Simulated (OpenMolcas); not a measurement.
**Tc²⁺ among point charges: CASSCF and CASPT2 levels and susceptibility**

How does a field of 6 point charges split the states of Tc²⁺, and what χT follows?

Method: state-averaged CASSCF and CASPT2, spin-orbit coupling by RASSI with atomic mean-field integrals. Code: OpenMolcas 26.06.

### 1 The atom as given

- Species: Tc²⁺ (technetium, Z = 43, 41 electrons)
- Basis: ANO-RCC-VDZP [6s5p3d1f], 43 functions
- Scalar Hamiltonian: DKH2, point nucleus
- Inactive shells: 1s 2s 2p 3s 3p 3d 4s 4p
- Active space: 5 electrons in 5 orbitals (4d)
- Some configurations of this space: 4d5
- Orbitals: optimised for each spin and parity, averaged over all roots

The outer shells:

4d5
```
4d [↑ ][↑ ][↑ ][↑ ][↑ ]
```

The ion sits among 6 point charges of -1.36 e arranged as a trigonal prism (D3h), 2.1 Å from the ion, with a polar angle of 48.1° against the regular 49.1°.

Each step is its own input file, run in one work folder so that later steps find the files of earlier ones. Labels, J, g values, rates, χT and fits are worked out afterwards by a script from the matrices that RASSI stores.

### 2 Basis and integrals

File a.inp:

```
&GATEWAY
Coord
1

Tc 0.0 0.0 0.0
Basis=ANO-RCC-VDZP
Group=NoSym
NoMove
AngMom=0.0 0.0 0.0
AMFI
XField
6 Angstrom 0
1.563495 0.000000 1.401957 -1.360000
-0.781747 1.354026 1.401957 -1.360000
-0.781747 -1.354026 1.401957 -1.360000
1.563495 0.000000 -1.401957 -1.360000
-0.781747 1.354026 -1.401957 -1.360000
-0.781747 -1.354026 -1.401957 -1.360000
&SEWARD
```

Launch:

```bash
> OMP_NUM_THREADS=1 MOLCAS_MEM=1689 MOLCAS_PROJECT=a pymolcas a.inp > a.log
```

### 3 CASSCF: sextets, 1 root

File a.inp:

```
&RASSCF
FileOrb=start.orb
Symmetry=1
Spin=6
nActEl=5 0 0
Inactive=18
Ras2=5
CIRoot=1 1 1
SDav=1
CIMx=300
Iter=120 100
PrWF=0.3
OrbListing=Nothing
MaxOrb=0
>>> COPY $Project.JobIph JOB001
```

start.orb holds the contracted functions of the basis, ordered by shell, or the orbitals of the step before.

### 4 CASSCF: quartets, 24 roots

File a.inp:

```
&RASSCF
FileOrb=start.orb
Symmetry=1
Spin=4
nActEl=5 0 0
Inactive=18
Ras2=5
CIRoot=24 24 1
SDav=24
CIMx=300
Iter=120 100
PrWF=0.3
OrbListing=Nothing
MaxOrb=0
>>> COPY $Project.JobIph JOB002
```

### 5 Reference wave functions, doublets, 75 roots

File a.inp:

```
&RASSCF
FileOrb=start.orb
Symmetry=1
Spin=2
nActEl=5 0 0
Inactive=18
Ras2=5
CIRoot=75 75 1
SDav=75
CIMx=300
Iter=120 100
PrWF=0.3
OrbListing=Nothing
MaxOrb=0
>>> COPY $Project.JobIph JOB003
```

### 6 RASSI: spin-orbit coupling between the states

File a.inp:

```
&RASSI
NrOfJobIphs=3 1 24 75
1
1 2 3 4 5 6 7 8 9 10 11 12 13 14 15 16 17 18 19 20 21 22 23 24
1 2 3 4 5 6 7 8 9 10 11 12 13 14 15 16 17 18 19 20 21 22 23 24 25 26 27
28 29 30 31 32 33 34 35 36 37 38 39 40 41 42 43 44 45 46 47 48 49 50 51
52 53 54 55 56 57 58 59 60 61 62 63 64 65 66 67 68 69 70 71 72 73 74 75
IphNames
JOB001
JOB002
JOB003
EJob
SpinOrbit
DIPRint=1.0
SOCoupling=1000.0
Subsets=2
Property=9
'ANGMOM' 1 'ANGMOM' 2 'ANGMOM' 3 'MLTPL  1' 1 'MLTPL  1' 2 'MLTPL  1' 3
'AMFI' 1 'AMFI' 2 'AMFI' 3
SOProperty=3
'ANGMOM' 1 'ANGMOM' 2 'ANGMOM' 3
```

### 7 CASPT2: IPEA 0.25, imaginary shift 0.1 (closed shells correlated: 4s 4p)

File a.inp:

```
>>> COPY JOB001 $Project.JobIph
&CASPT2
Multistate=1 1
Frozen=14
IPEA=0.25
Imaginary=0.1
MaxIter=60
WThr=0.0 0.3 0.05
PrWF=0.5
NoMix
>>> COPY JOB002 $Project.JobIph
&CASPT2
Multistate=24 1 2 3 4 5 6 7 8 9 10 11 12 13 14 15 16 17 18 19 20 21 22
23 24
NoMult
Frozen=14
IPEA=0.25
Imaginary=0.1
MaxIter=60
WThr=0.0 0.3 0.05
PrWF=0.5
NoMix
>>> COPY JOB003 $Project.JobIph
&CASPT2
Multistate=75 1 2 3 4 5 6 7 8 9 10 11 12 13 14 15 16 17 18 19 20 21 22
23 24 25 26 27 28 29 30 31 32 33 34 35 36 37 38 39 40 41 42 43 44 45 46
47 48 49 50 51 52 53 54 55 56 57 58 59 60 61 62 63 64 65 66 67 68 69 70
71 72 73 74 75
NoMult
Frozen=14
IPEA=0.25
Imaginary=0.1
MaxIter=60
WThr=0.0 0.3 0.05
PrWF=0.5
NoMix
```

(Steps that only read results are left out.)

What does the calculation give? Wanted: spin-free ground state; lowest level; next level.

As calculated:

| quantity | value |
| --- | --- |
| method | SS-CASPT2, IPEA 0.25, imaginary shift 0.1 (closed shells correlated: 4s 4p) |
| spin-free ground state | 6A1, 1-fold in its orbital part |
| lowest level | 2-fold E1/2, g = 0.00, 0.00, 9.99 |
| next level | 15.5 cm⁻¹ |
| χT at 300 K | 4.37 cm³ K/mol |
| effective moment at 300 K | 5.91 μB |

Cost by method:

| method | time of its own steps | time with the reference |
| --- | --- | --- |
| A. CASSCF | 26 s | 26 s |
| B. SS-CASPT2, IPEA 0.25, imaginary shift 0.1, +4s 4p | 10 s | 36 s |

Times are of one thread on a shared host.

What this shows: The spin-free ground state (6A1) comes to 100 % from free-ion S terms and keeps the highest spin of the shell. χT at 300 K is 4.37, against 4.39 cm³ K/mol for the spin alone, as a half-filled shell (L = 0) has no orbital moment. An active space of the d shell alone favours high spin; real ions in strong fields can be low spin. CASPT2 does not keep the components of a term degenerate, and the means are used. The field of point charges can differ much from that of real complexes. With metal d orbitals alone active, the gaps between spin states are rough; where two lie within a few thousand cm-1, their order is open. This is an electrostatic model: the charges have no orbitals.
